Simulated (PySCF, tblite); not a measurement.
# C4H5N2O radical: geometry, infrared bands and EPR parameters

Wanted: the infrared bands and EPR parameters of C4H5N2O radical (`O[CH]c1cn[nH]c1`), by calculation.

Computed with tblite 0.8.0 and PySCF 2.14.0, with density-fitted response routines of our own, on a single molecule in the gas phase. Atoms count from 0, in the outputs and in this text.

## (1) The starting structure

12 atoms, charge 0, multiplicity 2; geometry from: force field or distance geometry start.

Bonds of the start (Å): O0–C1 1.38, C1–C2 1.39, C2–C3 1.42, C3–N4 1.33, N4–N5 1.34, N5–C6 1.37, C6–C2 1.38, O0–H7 0.98, C1–H8 1.09, C3–H9 1.09, N5–H10 1.01, C6–H11 1.08.

## (2) Optimising the geometry with GFN2-xTB

Job settings and geometry (Å):

```
{"job": {"kind": "relax", "xc": "GFN2-xTB", "basis": "xTB"}, "charge": 0, "multiplicity": 2}
O      2.515900     0.076700     0.460500
C      1.525400    -0.708200    -0.082500
C      0.195100    -0.295500    -0.102300
C     -0.916200    -0.997000    -0.632400
N     -2.063000    -0.330700    -0.497300
N     -1.697100     0.816100     0.087800
C     -0.350900     0.891700     0.347800
H      2.170300     0.928900     0.799800
H      1.904700    -1.659600    -0.447300
H     -0.936600    -1.986300    -1.078100
H     -2.411600     1.505400     0.287900
H      0.065100     1.758000     0.830200
```

The run is started by

```console
$ OMP_NUM_THREADS=1 python probes_run.py task.json out
```

The driver reads the jobs from task.json and runs them one after another.

The program printed:

```text
step      E/eV     max force
  0    -569.89559    1.781
  1    -569.96487    0.743
  2    -569.97532    0.258
  3    -569.98100    0.193
  4    -569.98448    0.142
  5    -569.98537    0.080
  6    -569.98589    0.078
  7    -569.98650    0.106
  8    -569.98710    0.078
  9    -569.98766    0.061
 10    -569.98832    0.066
 11    -569.98900    0.109
 12    -569.98958    0.097
 13    -569.99000    0.050
 14    -569.99036    0.048
 15    -569.99071    0.063
 16    -569.99102    0.073
 17    -569.99126    0.044
 18    -569.99143    0.036
 19    -569.99156    0.030
 20    -569.99164    0.029
 21    -569.99172    0.021
 22    -569.99180    0.027
 23    -569.99187    0.026
 24    -569.99190    0.014
 25    -569.99191    0.006
```

It took 0.09 s on 1 thread of Arm Neoverse V2, shared host.

The steps of the relaxation:

| step | energy from step 0 (eV) | largest force (eV/Å) |
| --- | --- | --- |
| 0 | 0.0000 | 1.7808 |
| 1 | -0.0693 | 0.7430 |
| 2 | -0.0797 | 0.2579 |
| 3 | -0.0854 | 0.1931 |
| 4 | -0.0889 | 0.1421 |
| 5 | -0.0898 | 0.0804 |
| 6 | -0.0903 | 0.0784 |
| 7 | -0.0909 | 0.1065 |
| 8 | -0.0915 | 0.0782 |
| 9 | -0.0921 | 0.0606 |
| 10 | -0.0927 | 0.0665 |
| 11 | -0.0934 | 0.1089 |
| 12 | -0.0940 | 0.0970 |
| 13 | -0.0944 | 0.0496 |
| 14 | -0.0948 | 0.0481 |
| 15 | -0.0951 | 0.0626 |
| 16 | -0.0954 | 0.0733 |
| 17 | -0.0957 | 0.0442 |
| 18 | -0.0958 | 0.0360 |
| 19 | -0.0960 | 0.0304 |
| 20 | -0.0960 | 0.0291 |
| 21 | -0.0961 | 0.0212 |
| 22 | -0.0962 | 0.0271 |
| 23 | -0.0963 | 0.0263 |
| 24 | -0.0963 | 0.0140 |
| 25 | -0.0963 | 0.0057 |

Distances of close pairs at the start and the end, largest changes first:

| bond | before (Å) | after (Å) | change (Å) |
| --- | --- | --- | --- |
| C2–C6 | 1.382 | 1.408 | +0.026 |
| C3–N4 | 1.333 | 1.309 | -0.024 |
| N5–C6 | 1.373 | 1.354 | -0.019 |
| C2–C3 | 1.417 | 1.434 | +0.016 |
| O0–H7 | 0.980 | 0.964 | -0.016 |
| C3–H9 | 1.085 | 1.070 | -0.015 |
| O0–C1 | 1.376 | 1.362 | -0.014 |
| C1–H8 | 1.087 | 1.075 | -0.012 |

The end geometry stands in the next job.

## (3) Harmonic vibrations with GFN2-xTB

Job settings and geometry (Å):

```
{"job": {"kind": "ir", "xc": "GFN2-xTB", "basis": "xTB"}, "charge": 0, "multiplicity": 2}
O      2.557723     0.037163     0.448645
C      1.527112    -0.690084    -0.064605
C      0.205067    -0.274377    -0.095385
C     -0.908917    -1.005947    -0.623417
N     -2.027603    -0.337377    -0.502020
N     -1.712368     0.814246     0.086735
C     -0.389955     0.918454     0.358457
H      2.222337     0.877282     0.782160
H      1.834914    -1.643206    -0.455374
H     -0.893106    -1.977668    -1.072236
H     -2.431793     1.492164     0.279306
H      0.017785     1.788663     0.831705
```

The program printed:

```text
mode    cm-1     km/mol
  1     147.6      0.12
  2     195.8      2.02
  3     273.8     19.37
  4     404.0     93.25
  5     461.0      3.62
  6     503.5     32.74
  7     593.5     20.20
  8     628.0    100.58
  9     638.4      0.65
 10     643.9     14.83
 11     705.3      5.83
 12     806.8      8.15
 13     885.8      5.84
 14     977.9     79.54
 15    1062.1     14.24
 16    1112.9    154.28
 17    1123.7     19.21
 18    1160.7     80.57
 19    1206.5     34.00
 20    1254.4     31.41
 21    1305.8     29.99
 22    1351.7    116.14
 23    1400.1     15.82
 24    1497.5      1.58
 25    1549.3    151.74
 26    3137.1     11.37
 27    3163.0     20.69
 28    3186.5     15.34
 29    3462.2     25.75
 30    3533.2      6.00
```

Wall time 0.22 s (1 thread of Arm Neoverse V2, shared host).

Which atoms move in the most intense modes:

| cm⁻¹ | km/mol | atoms |
| --- | --- | --- |
| 404 | 93.2 | H7 57 %, C1 22 %, O0 12 % |
| 628 | 100.6 | H8 63 %, H7 11 % |
| 978 | 79.5 | C6 28 %, C3 24 %, H9 13 %, H11 11 % |
| 1113 | 154.3 | H8 45 %, H7 27 %, O0 14 % |
| 1161 | 80.6 | H10 43 %, N4 17 %, N5 11 % |
| 1206 | 34.0 | C1 29 %, H7 21 %, O0 11 %, H10 11 % |
| 1352 | 116.1 | C2 30 %, C6 24 %, H8 15 % |
| 1549 | 151.7 | C2 50 %, C1 32 % |

## (4) EPR parameters: B3LYP/pcH-1

Same as in step 3 but for these lines:

```diff
@@ -1,2 +1,2 @@
-{"job": {"kind": "ir", "xc": "GFN2-xTB", "basis": "xTB"}, "charge": 0, "multiplicity": 2}
+{"job": {"kind": "epr", "basis": "pcH-1"}, "charge": 0, "multiplicity": 2}
 O      2.557723     0.037163     0.448645
```

Level: UKS B3LYP, pcH-1 on C H N O, non-relativistic, mean-field spin-orbit, GIAO.

The program printed:

```text
UKS, coarse grid
  cycle   1  E = -340.01644429  |g| = 4.67e-01
  cycle   2  E = -339.89508567  |g| = 7.40e-01
  cycle   3  E = -340.09942746  |g| = 1.06e-01
  cycle   4  E = -340.10388631  |g| = 4.81e-02
  cycle   5  E = -340.10492947  |g| = 1.72e-02
  cycle   6  E = -340.10507573  |g| = 8.11e-03
  cycle   7  E = -340.10511629  |g| = 2.95e-03
  cycle   8  E = -340.10512401  |g| = 1.80e-03
  cycle   9  E = -340.10512690  |g| = 8.30e-04
UKS, final grid
  cycle   1  E = -340.10511336  |g| = 1.53e-03
  cycle   2  E = -340.10511028  |g| = 3.10e-03
  cycle   3  E = -340.10511447  |g| = 1.82e-04
  cycle   4  E = -340.10511450  |g| = 9.27e-05
  cycle   5  E = -340.10511452  |g| = 7.48e-05
  cycle   6  E = -340.10511452  |g| = 1.05e-05
E = -340.10511452 Eh   <S^2> = 0.7653 (exact 0.7500)
g shifts (ppm)      1          2          3
  rmc          -192       -192       -192
  gc             -8         46         34
  oz_so         -18        669       1735
  total        -218        523       1578
hyperfine (MHz)  atom isotope    a_iso     a_fc   dipolar eigenvalues
    0   17O     -16.11     -16.11    -52.21     24.92     27.29
    1   13C      62.01      62.01    -61.18    -59.66    120.84
    2   13C     -42.66     -42.66    -17.44      5.83     11.61
    3   13C      14.90      14.90    -11.52    -10.31     21.83
    4   14N      -2.81      -2.81     -5.00      2.46      2.54
    5   14N       2.37       2.37     -4.38     -3.98      8.36
    6   13C      27.40      27.40    -26.56    -25.42     51.99
    7    1H      -9.46      -9.46     -9.16     -7.37     16.53
    8    1H     -50.17     -50.17    -28.13     -1.21     29.34
    9    1H      -9.38      -9.38     -4.23     -1.77      6.01
   10    1H      -7.70      -7.70     -5.93     -2.10      8.03
   11    1H     -21.83     -21.83    -11.29     -0.97     12.25
```

It took 41 s on 1 thread of Arm Neoverse V2, shared host; peak memory 0.88 GiB.

Principal g values 2.00210, 2.00284, 2.00390; g(iso) = 2.00295, against 2.00232 for a free electron.

Hyperfine couplings, nucleus by nucleus at this fixed geometry (no averaging over rotations):

| nuclei | isotope | a(iso) (MHz) | a(iso) (G, at g = 2.0023) | largest dipolar term (MHz) |
| --- | --- | --- | --- | --- |
| C1 | 13C | 62.0 | 22.1 | 120.8 |
| H8 | 1H | -50.2 | -17.9 | 29.3 |
| C2 | 13C | -42.7 | -15.2 | -17.4 |
| C6 | 13C | 27.4 | 9.8 | 52.0 |
| H11 | 1H | -21.8 | -7.8 | 12.3 |
| O0 | 17O | -16.1 | -5.7 | -52.2 |
| C3 | 13C | 14.9 | 5.3 | 21.8 |
| H7 | 1H | -9.5 | -3.4 | 16.5 |
| H9 | 1H | -9.4 | -3.3 | 6.0 |
| H10 | 1H | -7.7 | -2.7 | 8.0 |
| N4 | 14N | -2.8 | -1.0 | -5.0 |
| N5 | 14N | 2.4 | 0.8 | 8.4 |

Mulliken spin populations:

| atom | value (e) |
| --- | --- |
| O0 | 0.10 |
| C1 | 0.68 |
| C2 | -0.17 |
| C3 | 0.14 |
| N4 | -0.06 |
| N5 | 0.05 |
| C6 | 0.32 |
| H7 | 0.00 |
| H8 | -0.03 |
| H9 | -0.01 |
| H10 | 0.00 |
| H11 | -0.01 |

In first order the couplings over 0.8 MHz of 1H, 14N give 280 distinct lines over 38.9 G.

The fields below are evaluated on a grid from the run's orbitals.

ELF in a plane through or near 12 of the atoms.

Values, 10 rows by 14 columns:
```
0.00 0.00 0.00 0.00 0.00 0.00 0.00 0.00 0.00 0.00 0.00 0.00 0.00 0.00
0.00 0.00 0.00 0.00 0.00 0.00 0.00 0.00 0.00 0.00 0.00 0.00 0.00 0.00
0.00 0.00 0.00 0.00 0.03 0.00 0.40 0.96 0.56 0.00 0.00 0.00 0.00 0.00
0.00 0.00 0.04 0.20 0.92 0.19 0.55 1.00 0.73 0.03 0.66 0.75 0.00 0.00
0.00 0.02 0.70 0.84 0.49 0.09 0.36 0.49 0.67 0.22 0.95 0.72 0.02 0.00
0.00 0.00 0.18 0.24 0.45 0.41 0.34 0.34 0.10 0.77 0.55 0.11 0.00 0.00
0.00 0.00 0.01 0.82 1.00 0.58 0.16 0.60 0.23 0.69 0.96 0.81 0.04 0.00
0.00 0.00 0.00 0.66 0.97 0.07 0.17 0.99 0.96 0.04 0.18 0.08 0.00 0.00
0.00 0.00 0.00 0.00 0.00 0.00 0.11 0.95 0.85 0.02 0.00 0.00 0.00 0.00
0.00 0.00 0.00 0.00 0.00 0.00 0.00 0.00 0.00 0.00 0.00 0.00 0.00 0.00
```
The map spans 10.5 Å across and 9.9 Å up, centred on the molecule. Atoms in the plane (x, y in Å): O0 (-2.5, 0.6), C1 (-1.6, -0.4), C2 (-0.2, -0.3), C3 (0.7, -1.3), N4 (1.9, -0.8), N5 (1.8, 0.5), C6 (0.5, 0.9), H7 (-2.0, 1.5), H8 (-2.1, -1.4), H9 (0.5, -2.4), H10 (2.7, 1.1), H11 (0.3, 2.0).

On the surface of density 0.002 e/bohr³ the electrostatic potential runs, from the 1st to the 99th percentile, from -1.67 V near N4 to 2.60 V near H7.

The spin density lies nearest to C1 38 %; C6 17 %; O0 10 %; C3 7 %.

## (5) Results

| quantity | value |
| --- | --- |
| strongest single infrared mode (GFN2-xTB) | 1113 cm⁻¹, 154 km/mol |
| zero-point energy (GFN2-xTB) | 54.9 kcal/mol |
| g(iso) (B3LYP) | 2.00295 |
| ⟨S²⟩ | 0.765 (exact 0.75) |
| largest a(iso) | 13C on C1, 62.0 MHz |
| surface potential, 1st and 99th percentile | -1.67 V and 2.60 V |

In words: Over 25 steps the energy fell by 0.096 eV; of the close pairs, C2–C6 changed most, 1.382 to 1.408 Å. No mode is imaginary among the 30: a minimum at this level. The strongest single mode, at 1113 cm⁻¹, moves mainly H8 and H7. GFN2-xTB is a fitted tight-binding method: band positions and strengths are rough. Its intensities can rank the bands wrongly. C1 carries the largest spin population, 0.68 e. The isotropic g lies 0.6 ppt above the free-electron value.
